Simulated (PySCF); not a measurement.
**C2H2FSi− (SMILES C#C[SiH-]F) at 6 levels**

Aim: a comparison of 6 runs (HF/STO-3G, HF/6-31G*, HF/def2-SVP, B3LYP/6-31G*, BLYP/6-31+G*, B3LYP/6-311+G**) of C2H2FSi−. The job is set up through a Python script.

Program for the calculation: PySCF 2.14.0.

## Step 1: The molecule

C2H2FSi− has 6 atoms, charge -1, and is taken as a singlet. As SMILES, `C#C[SiH-]F`. The shape is that of a GFN2-xTB optimisation.

Bond lengths: C1–C2 1.210 Å, C2–Si3 1.869 Å, Si3–F4 1.726 Å, C1–H5 1.062 Å, Si3–H6 1.523 Å. Angles: C1–C2–Si3 160.2°, C2–Si3–F4 99.9°, C2–C1–H5 174.2°, C2–Si3–H6 99.7°, F4–Si3–H6 94.8°.

## Step 2: Energy and gradient at HF/STO-3G (run 1)

run.py reads:

```python
from pyscf import gto, scf

mol = gto.M(
    atom=[
    ('C', (1.111270, -0.445760, -1.230420)),
    ('C', (0.327710, -0.094560, -0.377550)),
    ('Si', (-0.326790, 0.561260, 1.245330)),
    ('F', (-1.396830, -0.723260, 1.675750)),
    ('H', (1.713780, -0.774250, -2.040660)),
    ('H', (-1.429140, 1.476570, 0.727570)),
],
    max_memory=1860,
    basis='sto-3g',
    charge=-1,
    verbose=4,
)

mf = scf.RHF(mol)
mf.conv_tol = 1e-10
mf.kernel()
if not mf.converged:
    mf = mf.newton().run(mf.mo_coeff, mf.mo_occ)

e_final = mf.e_tot
print('Final energy', e_final)
grad = mf.nuc_grad_method().kernel()
mf.analyze()
```

Started as:

```bash
$ OMP_NUM_THREADS=1 python run.py
```

The log of the run:

```text
PySCF version 2.14.0

[... 62 lines left out ...]
converged SCF energy = -459.368867155505
[... 15 lines left out ...]
Nuclear Repulsion Energy =             126.809780320986860
[... 2 lines left out ...]
Two-electron Coulomb Energy =          360.335594213450179
[... 4 lines left out ...]
MO #2   energy= -25.4638279857871  occ= 2
[... 2 lines left out ...]
MO #5   energy= -5.58425260226623  occ= 2
[... 2 lines left out ...]
MO #8   energy= -3.60248631212295  occ= 2
[... 2 lines left out ...]
MO #11  energy= -0.456155703410277 occ= 2
[... 2 lines left out ...]
MO #14  energy= -0.157207759217835 occ= 2
[... 2 lines left out ...]
MO #17  energy= -0.0948027775726477 occ= 2
[... 2 lines left out ...]
MO #20  energy= 0.612800449002622  occ= 0
[... 2 lines left out ...]
MO #23  energy= 0.806281261198035  occ= 0
[... 2 lines left out ...]
MO #26  energy= 1.65903258683118   occ= 0
 ** Mulliken pop on meta-lowdin orthogonal AOs  **
 ** Mulliken pop  **
pop of  0 C 1s            1.99988
pop of  0 C 2s            1.04353
pop of  0 C 2px           1.08266
pop of  0 C 2py           1.06180
pop of  0 C 2pz           1.06979
pop of  1 C 1s            1.99988
pop of  1 C 2s            1.25611
pop of  1 C 2px           0.99815
pop of  1 C 2py           0.94825
pop of  1 C 2pz           1.03012
pop of  2 Si 1s           2.00000
pop of  2 Si 2s           1.99988
pop of  2 Si 3s           1.54914
pop of  2 Si 2px          1.99908
pop of  2 Si 2py          1.99906
pop of  2 Si 2pz          1.99892
pop of  2 Si 3px          0.88800
pop of  2 Si 3py          0.61980
pop of  2 Si 3pz          0.80155
pop of  3 F 1s            1.99997
pop of  3 F 2s            1.91440
pop of  3 F 2px           1.79312
pop of  3 F 2py           1.72633
pop of  3 F 2pz           1.94732
pop of  4 H 1s            0.98702
pop of  5 H 1s            1.28623
 ** Mulliken atomic charges  **
charge of    0C =     -0.25766
charge of    1C =     -0.23251
charge of    2Si =      0.14457
charge of    3F =     -0.38114
charge of    4H =      0.01298
charge of    5H =     -0.28623

WARN: System has nonzero charge -1; the dipole moment is origin-dependent.
Location of origin: [0. 0. 0.]

Dipole moment(X, Y, Z, Debye):  1.71562, -0.63136, -3.36625
```

It took 1.2 s on 1 thread of Intel Xeon at 2.70GHz, shared host; peak memory 0.12 GiB.

## Step 3: Energy and forces at HF/6-31G(d) (spherical functions) (run 2)

calc.py reads:

```python
# C#C[SiH-]F
import pyscf.grad
from pyscf import gto, scf

mol = gto.M(
    atom='''
C      2.099996    -0.842364    -2.325157
C      0.619282    -0.178693    -0.713466
Si    -0.617544     1.060628     2.353333
F     -2.639626    -1.366763     3.166709
H      3.238575    -1.463120    -3.856289
H     -2.700683     2.790313     1.374908
''',
    basis='6-31g*',
    verbose=3,
    charge=-1,
    max_memory=1860,
    unit='bohr',
)

mf = scf.RHF(mol)
mf.conv_tol = 1e-10
mf.kernel()
if not mf.converged:
    mf = mf.newton().run(mf.mo_coeff, mf.mo_occ)

e_tot = mf.e_tot
print('E(%s) = %.9f' % ('HF', e_tot))
grad = mf.Gradients().kernel()
mf.analyze()
```

Started as:

```bash
$ OMP_NUM_THREADS=1 python calc.py
```

The log of the run:

```text
converged SCF energy = -465.219849915971
E(HF) = -465.219849916
--------------- RHF gradients ---------------
         x                y                z
0 C     0.0132761153    -0.0012167600    -0.0007342763
1 C    -0.0232198300     0.0083624358     0.0219613054
2 Si     0.0243829891     0.0108514225    -0.0289327545
3 F    -0.0152826906    -0.0131790954     0.0052307660
4 H     0.0016442284    -0.0014559840    -0.0037366575
5 H    -0.0008008123    -0.0033620190     0.0062116168
----------------------------------------------
**** MO energy ****
MO #1   energy= -68.5554022620738  occ= 2
MO #2   energy= -26.0140444173949  occ= 2
MO #3   energy= -11.0417053813906  occ= 2
MO #4   energy= -11.0310299671682  occ= 2
MO #5   energy= -5.90725050198047  occ= 2
MO #6   energy= -4.01216275944458  occ= 2
MO #7   energy= -4.01167037210753  occ= 2
MO #8   energy= -4.00993856828922  occ= 2
MO #9   energy= -1.29739892690157  occ= 2
MO #10  energy= -0.830584760867368 occ= 2
MO #11  energy= -0.570629568988809 occ= 2
MO #12  energy= -0.501844567525397 occ= 2
MO #13  energy= -0.404489936053266 occ= 2
MO #14  energy= -0.394379241588878 occ= 2
MO #15  energy= -0.374018670026739 occ= 2
MO #16  energy= -0.272043519302558 occ= 2
MO #17  energy= -0.223111144396971 occ= 2
MO #18  energy= -0.212116406843994 occ= 2
MO #19  energy= -0.0707614009421453 occ= 2
MO #20  energy= 0.318101494172701  occ= 0
MO #21  energy= 0.355844572271537  occ= 0
MO #22  energy= 0.389408408202522  occ= 0
MO #23  energy= 0.417399059310393  occ= 0
MO #24  energy= 0.4207889107954    occ= 0
MO #25  energy= 0.502966360837419  occ= 0
MO #26  energy= 0.521244492011213  occ= 0
MO #27  energy= 0.629013419386266  occ= 0
MO #28  energy= 0.680728154531282  occ= 0
MO #29  energy= 0.724661365026753  occ= 0
MO #30  energy= 0.828688511397606  occ= 0
MO #31  energy= 0.926065167679065  occ= 0
MO #32  energy= 0.941479256311199  occ= 0
MO #33  energy= 1.00089771204359   occ= 0
MO #34  energy= 1.06121792935976   occ= 0
MO #35  energy= 1.06839422359186   occ= 0
MO #36  energy= 1.11580909834083   occ= 0
MO #37  energy= 1.14129167400039   occ= 0
MO #38  energy= 1.20344779185833   occ= 0
MO #39  energy= 1.21012805292896   occ= 0
MO #40  energy= 1.24367095965963   occ= 0
MO #41  energy= 1.38193098956768   occ= 0
MO #42  energy= 1.41084461013429   occ= 0
MO #43  energy= 1.56231725972428   occ= 0
MO #44  energy= 1.6627359748948    occ= 0
MO #45  energy= 1.80697525320745   occ= 0
MO #46  energy= 1.84592872045163   occ= 0
MO #47  energy= 1.87028611997589   occ= 0
MO #48  energy= 1.89597089218272   occ= 0
MO #49  energy= 2.00955907523292   occ= 0
MO #50  energy= 2.01590823166154   occ= 0
MO #51  energy= 2.03870654254116   occ= 0
MO #52  energy= 2.17664032639245   occ= 0
MO #53  energy= 2.35845227509183   occ= 0
MO #54  energy= 2.38835820280829   occ= 0
MO #55  energy= 2.413147620371     occ= 0
MO #56  energy= 2.43616223889939   occ= 0
MO #57  energy= 2.44724223742837   occ= 0
MO #58  energy= 2.51226421312091   occ= 0
MO #59  energy= 2.52647746827057   occ= 0
MO #60  energy= 2.930943798463     occ= 0
MO #61  energy= 3.03518363140901   occ= 0
MO #62  energy= 3.11521956712653   occ= 0
MO #63  energy= 3.25773421805574   occ= 0
MO #64  energy= 3.71851910883658   occ= 0
 ** Mulliken atomic charges  **
charge of    0C =     -0.29773
charge of    1C =     -0.25023
charge of    2Si =      0.26257
charge of    3F =     -0.62002
charge of    4H =      0.12196
charge of    5H =     -0.21655

WARN: System has nonzero charge -1; the dipole moment is origin-dependent.
Location of origin: [0. 0. 0.]

Dipole moment(X, Y, Z, Debye):  2.03722, -0.93736, -5.42616
```

It took 4.5 s on 1 thread of Intel Xeon at 2.70GHz, shared host; peak memory 0.14 GiB.

Runs 3 to 5 aren't shown in full; the table further down has their settings and results.

## Step 4: Energy and forces at B3LYP/6-311+G(d,p) (run 6)

input.py reads:

```python
from pyscf import gto, dft

mol = gto.M(
    atom=[
    ('C', (1.111270, -0.445760, -1.230420)),
    ('C', (0.327710, -0.094560, -0.377550)),
    ('Si', (-0.326790, 0.561260, 1.245330)),
    ('F', (-1.396830, -0.723260, 1.675750)),
    ('H', (1.713780, -0.774250, -2.040660)),
    ('H', (-1.429140, 1.476570, 0.727570)),
],
    max_memory=1860,
    spin=0,
    charge=-1,
    basis='6-311+g**',
    verbose=4,
)

mf = dft.RKS(mol, xc='b3lyp')
mf.grids.level = 5
mf.conv_tol = 1e-10
mf.kernel()
if not mf.converged:
    mf = mf.newton().run(mf.mo_coeff, mf.mo_occ)

e_tot = mf.e_tot
print('E(%s) = %.9f' % ('B3LYP', e_tot))
grad = mf.nuc_grad_method().kernel()
dip = mf.dip_moment()
pop, q = mf.mulliken_pop()
```

Started as:

```bash
$ OMP_NUM_THREADS=1 python input.py
```

The log of the run:

```text
PySCF version 2.14.0

[... 76 lines left out ...]
converged SCF energy = -466.840218491502
[... 15 lines left out ...]
WARN: System has nonzero charge -1; the dipole moment is origin-dependent.
[... 2 lines left out ...]
Dipole moment(X, Y, Z, Debye):  1.88362, -0.72443, -5.15574
[... 76 lines left out ...]
pop of  3 F 2s            0.91728
pop of  3 F 3s            1.07226
pop of  3 F 4s            0.92672
pop of  3 F 5s           -0.10820
pop of  3 F 2px           0.39194
pop of  3 F 2py           0.38361
pop of  3 F 2pz           0.40887
pop of  3 F 3px           0.77507
pop of  3 F 3py           0.76432
pop of  3 F 3pz           0.79672
pop of  3 F 4px           0.62257
pop of  3 F 4py           0.61006
pop of  3 F 4pz           0.65361
pop of  3 F 5px           0.04480
pop of  3 F 5py           0.03563
pop of  3 F 5pz           0.05860
pop of  3 F 3dxy          0.00075
pop of  3 F 3dyz          0.00030
pop of  3 F 3dz^2         0.00026
pop of  3 F 3dxz          0.00022
pop of  3 F 3dx2-y2       0.00035
pop of  4 H 1s            0.27063
pop of  4 H 2s            0.49547
pop of  4 H 3s            0.10503
pop of  4 H 2px           0.01080
pop of  4 H 2py           0.00835
pop of  4 H 2pz           0.01128
pop of  5 H 1s            0.25474
pop of  5 H 2s            0.58679
pop of  5 H 3s            0.39513
pop of  5 H 2px           0.00474
pop of  5 H 2py           0.00315
pop of  5 H 2pz           0.00236
 ** Mulliken atomic charges  **
charge of    0C =     -0.34079
charge of    1C =     -0.25842
charge of    2Si =      0.18073
charge of    3F =     -0.43306
charge of    4H =      0.09845
charge of    5H =     -0.24690
```

Run time: 32 s. Hardware: 1 thread of Intel Xeon at 2.70GHz, shared host; peak memory 1.1 GiB.

## Step 5: Overview of the runs

| run | level | integration grid | energy (Eh) | HOMO energy (eV) | LUMO energy (eV) | HOMO–LUMO gap (eV) | wall time |
| --- | --- | --- | --- | --- | --- | --- | --- |
| 1 | HF/STO-3G | – | -459.368867 | 2.23 | 16.68 | 14.44 | 1.2 s |
| 2 | HF/6-31G* (spherical functions) | – | -465.219850 | -1.93 | 8.66 | 10.58 | 4.5 s |
| 3 | HF/def2-SVP | – | -465.011576 | -2.03 | 8.73 | 10.76 | 4.2 s |
| 4 | B3LYP/6-31G* (spherical functions) | 5 | -466.726181 | 0.61 | 5.16 | 4.55 | 18 s |
| 5 | BLYP/6-31+G* (spherical functions) | 5 | -466.703163 | 0.80 | 3.14 | 2.34 | 23 s |
| 6 | B3LYP/6-311+G** | 5 | -466.840218 | -0.12 | 3.32 | 3.44 | 32 s |

## Step 6: Outcome

```
                                                    quantity          value
                                         run 6: total energy  -466.84022 Eh
                                          run 6: HOMO energy       -0.12 eV
                                          run 6: LUMO energy        3.32 eV
run 6: HOMO–LUMO gap (to an unbound level, set by the basis)        3.44 eV
                             run 6: largest force on an atom     1.271 eV/Å
```

The HOMO–LUMO gap runs from 2.34 eV (BLYP/6-31+G*) to 14.44 eV (HF/STO-3G). The two ends differ in method and basis. The empty levels of an anion lie above zero and hang on the basis. Totals of different functionals can't be ranked against each other. In runs 1, 4, 5 the HOMO lies above zero, so the outermost electron may be held by the basis alone. In run 1 the basis is minimal, so the values are rough. All runs together took 82 s, the longest 32 s.
